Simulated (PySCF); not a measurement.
# C3H8B2: a look at the electrons

For C3H8B2, the scripts below see where an electron leaves and enters and analyse its density (charges, bond critical points, surface potential).

Computed with PySCF 2.14.0. Level: levels as typed in each script, gas phase, geometry from GFN2-xTB.

### Step 1. The starting structure

SMILES `BC(B)C=C`, 13 atoms, charge 0, spin multiplicity 1.

Bond lengths: B1–C2 1.573 Å, B1–H6 1.169 Å, B1–H7 1.169 Å, C2–B3 1.573 Å, C2–C4 1.493 Å, C2–H8 1.095 Å, B3–H9 1.169 Å, B3–H10 1.169 Å, C4–C5 1.321 Å, C4–H11 1.081 Å, C5–H12 1.079 Å, C5–H13 1.077 Å. Angles: C2–B1–H6 120.4°, C2–B1–H7 119.8°, H6–B1–H7 119.9°, B1–C2–B3 102.8°, B1–C2–C4 114.0°, B1–C2–H8 107.8°, B3–C2–C4 114.0°, B3–C2–H8 107.8°, C4–C2–H8 110.0°, C2–B3–H9 120.4°, C2–B3–H10 119.8°, H9–B3–H10 119.9°, C2–C4–C5 123.9°, C2–C4–H11 115.9°, C5–C4–H11 120.2°, C4–C5–H12 121.8°, C4–C5–H13 122.2°, H12–C5–H13 116.0°.

Coordinates:

```xyz
13

B     1.3605    1.2287   -0.0590
C     0.4439    0.0002    0.2938
B     1.3599   -1.2292   -0.0591
C    -0.8711    0.0004   -0.4129
C    -2.0387    0.0000    0.2047
H     1.2031    1.8157   -1.0574
H     2.2065    1.5524    0.6796
H     0.2870   -0.0003    1.3775
H     1.2022   -1.8160   -1.0575
H     2.2056   -1.5534    0.6795
H    -0.8269    0.0007   -1.4935
H    -2.1132    0.0006    1.2811
H    -2.9718   -0.0010   -0.3326
```

### Step 2. Removing and adding an electron (wB97X/6-311+g**)

input.py

```python
import numpy as np
from pyscf import gto, scf, dft
from pyscf.scf import atom_ks, atom_hf
from scipy.linalg import block_diag

def solve(mol, dm0=None, hcore=None):
    mf = (dft.UKS if mol.spin else dft.RKS)(mol, xc='wb97x')
    mf.grids.level = 3
    mf = mf.density_fit(auxbasis='def2-universal-jkfit')
    mf.conv_tol, mf.max_cycle = 1e-8, 80
    if hcore is not None:
        mf.get_hcore = lambda *args: hcore
    mf.kernel(dm0)
    if not mf.converged:
        mf = mf.newton().run(mf.mo_coeff, mf.mo_occ, max_cycle=30)
    assert mf.converged, 'SCF not converged'
    return mf

mol = gto.M(atom='''
B      1.36054     1.22867    -0.05898
C      0.44394     0.00024     0.29380
B      1.35990    -1.22919    -0.05907
C     -0.87107     0.00038    -0.41294
C     -2.03868     0.00003     0.20473
H      1.20314     1.81567    -1.05739
H      2.20646     1.55242     0.67962
H      0.28698    -0.00027     1.37750
H      1.20220    -1.81603    -1.05753
H      2.20565    -1.55344     0.67950
H     -0.82688     0.00070    -1.49346
H     -2.11318     0.00055     1.28106
H     -2.97177    -0.00096    -0.33263
''', basis='6-311+g**', charge=0, spin=0, verbose=4)
mf = solve(mol)
out = dict(e0=mf.e_tot, dm0=mf.make_rdm1(), c=mf.mo_coeff, occ=mf.mo_occ, eps=mf.mo_energy)
for name, dq, spin in [('cation', 1, 1), ('anion', -1, 1)]:
    ion = mol.copy().set(charge=mol.charge + dq, spin=spin).build()
    mi = solve(ion)
    if spin and dq > 0 and mol.nao < 130:
        c, _, stable, _ = mi.stability(return_status=True)
        if not stable:
            mi = solve(ion, mi.make_rdm1(c, mi.mo_occ))
    print(name, 'vertical energy change / eV', (mi.e_tot - mf.e_tot) * 27.211386)
    out.update({'e_' + name: mi.e_tot, 'dm_' + name: mi.make_rdm1(), 's2_' + name: mi.spin_square()[0], 'eps_' + name: mi.mo_energy, 'occ_' + name: mi.mo_occ})
# spherically averaged free atoms, for the promolecule
atm = atom_ks.get_atm_nrks(mol, xc='wb97x')
pro = block_diag(*[(atm[a[0]][2] * atm[a[0]][3]) @ atm[a[0]][2].T for a in mol._atom])
np.savez('result.npz', pro=pro, **out)
```

The run is started by

```bash
> OMP_NUM_THREADS=1 python input.py
```

### Step 4. Density, bond paths and surface potential (B3LYP/def2-svpd)

input.py

```python
import numpy as np
from pyscf import gto, scf, dft
from pyscf.scf import atom_ks, atom_hf
from scipy.linalg import block_diag

def solve(mol, dm0=None, hcore=None):
    mf = (dft.UKS if mol.spin else dft.RKS)(mol, xc='b3lyp')
    mf.grids.level = 3
    mf = mf.density_fit(auxbasis='def2-universal-jkfit')
    mf.conv_tol, mf.max_cycle = 1e-8, 80
    if hcore is not None:
        mf.get_hcore = lambda *args: hcore
    mf.kernel(dm0)
    if not mf.converged:
        mf = mf.newton().run(mf.mo_coeff, mf.mo_occ, max_cycle=30)
    assert mf.converged, 'SCF not converged'
    return mf

mol = gto.M(atom='''
B      1.36054     1.22867    -0.05898
C      0.44394     0.00024     0.29380
B      1.35990    -1.22919    -0.05907
C     -0.87107     0.00038    -0.41294
C     -2.03868     0.00003     0.20473
H      1.20314     1.81567    -1.05739
H      2.20646     1.55242     0.67962
H      0.28698    -0.00027     1.37750
H      1.20220    -1.81603    -1.05753
H      2.20565    -1.55344     0.67950
H     -0.82688     0.00070    -1.49346
H     -2.11318     0.00055     1.28106
H     -2.97177    -0.00096    -0.33263
''', basis='def2-svpd', charge=0, spin=0, verbose=4)
mf = solve(mol)
mf.analyze()
# spherically averaged free atoms, for the promolecule
atm = atom_ks.get_atm_nrks(mol, xc='b3lyp')
pro = block_diag(*[(atm[a[0]][2] * atm[a[0]][3]) @ atm[a[0]][2].T for a in mol._atom])
np.savez('result.npz', e=mf.e_tot, c=mf.mo_coeff, occ=mf.mo_occ, eps=mf.mo_energy, pro=pro, dip=mf.dip_moment(verbose=0), s2=mf.spin_square()[0])
```

(Steps that only read results are left out.)

Before running it: what results should come out? Wanted: vertical ionisation energy; vertical electron affinity; dipole moment; HOMO, LUMO.

The runs gave:

| quantity | value |
| --- | --- |
| vertical ionisation energy (wB97X/6-311+g**) | 9.30 eV |
| vertical electron affinity (wB97X/6-311+g**) | 0.46 eV |
| dipole moment (B3LYP/def2-svpd) | 0.25 D |
| HOMO, LUMO (B3LYP/def2-svpd) | -6.96, -2.67 eV |

In words: The ionisation energy from two SCF runs, 9.30 eV, lies 0.2 eV below −ε(HOMO) = 9.48 eV of the same level, wB97X/6-311+g**. At B3LYP/def2-svpd: The highest Hirshfeld charge is on B1 and B3 (+0.17 e), the lowest on C2 (−0.14 e). The geometry was not optimised at these levels.
